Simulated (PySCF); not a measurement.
# BTe⁺ (triplet): changing the method

What do other methods print for BTe⁺ (triplet)?

The runs use PySCF 2.14.0; each script names its method and basis.

6 further runs of the same task are left out: 3 for a known fault of the program, 3 that didn't finish.

### Step 1. Where the work starts

BTe⁺ (triplet): 2 atoms, charge 1, spin multiplicity 3.

Bond lengths: B1–Te2 2.235 Å.

### Step 2. Base script

input.py reads:

```python
from pyscf import gto, scf, mp

mol = gto.M(
    atom='B 0 0 0; Te 0 0 2.235',
    basis='def2-svpd',
    ecp={'Te': 'def2-svpd'},
    charge=1,
    spin=2,
    verbose=4,
)
mf = scf.UHF(mol)
mf.kernel()
mp.MP2(mf, frozen=5).kernel()
mf.dip_moment()
print('orbital energies (hartree):', [e[max(0, n-3):n+3].round(4) for e, n in zip(mf.mo_energy, mol.nelec)])
```

The run is started by

```
$ OMP_NUM_THREADS=1 python input.py
```

### Step 3. B3lyp5 (UKS)

Run 1 changes functional: none (Hartree–Fock) → b3lyp5; SCF type: UHF → UKS; step after the SCF: mp2 → analyze.

input.py: that of step 2 with these lines changed.

```diff
@@ -1,2 +1,2 @@
-from pyscf import gto, scf, mp
+from pyscf import gto, dft
 
@@ -10,5 +10,5 @@
 )
-mf = scf.UHF(mol)
+mf = dft.UKS(mol, xc='b3lyp5')
 mf.kernel()
-mp.MP2(mf, frozen=5).kernel()
+mf.mulliken_pop()
 mf.dip_moment()
```

### Step 4. Polarisability

Run 2 changes step after the SCF: mp2 → polarizability.

input.py: that of step 2 with these lines changed.

```diff
@@ -1,2 +1,3 @@
-from pyscf import gto, scf, mp
+from pyscf import gto, scf
+from pyscf.prop.polarizability import uhf as pol
 
@@ -12,3 +13,4 @@
 mf.kernel()
-mp.MP2(mf, frozen=5).kernel()
+print('polarizability (a.u.)')
+print(pol.Polarizability(mf).polarizability().round(4))
 mf.dip_moment()
```

**Question.** What will these runs give? Wanted: for each run, E(SCF); from base; gap, α spin; after the SCF.

The runs gave:

```
           run  E(SCF) (hartree)  from base (eV)  cycles  gap, α spin (eV)                           after the SCF
          base       -291.263951               0      17              9.78  MP2 correlation -3.662 eV, core frozen
  b3lyp5 (UKS)       -292.379265  not comparable      14              3.97                                     n/a
polarisability       -291.263951          0.0000      17              9.78                                     n/a
```

**Reading.** A lower total energy from another functional means nothing by itself.
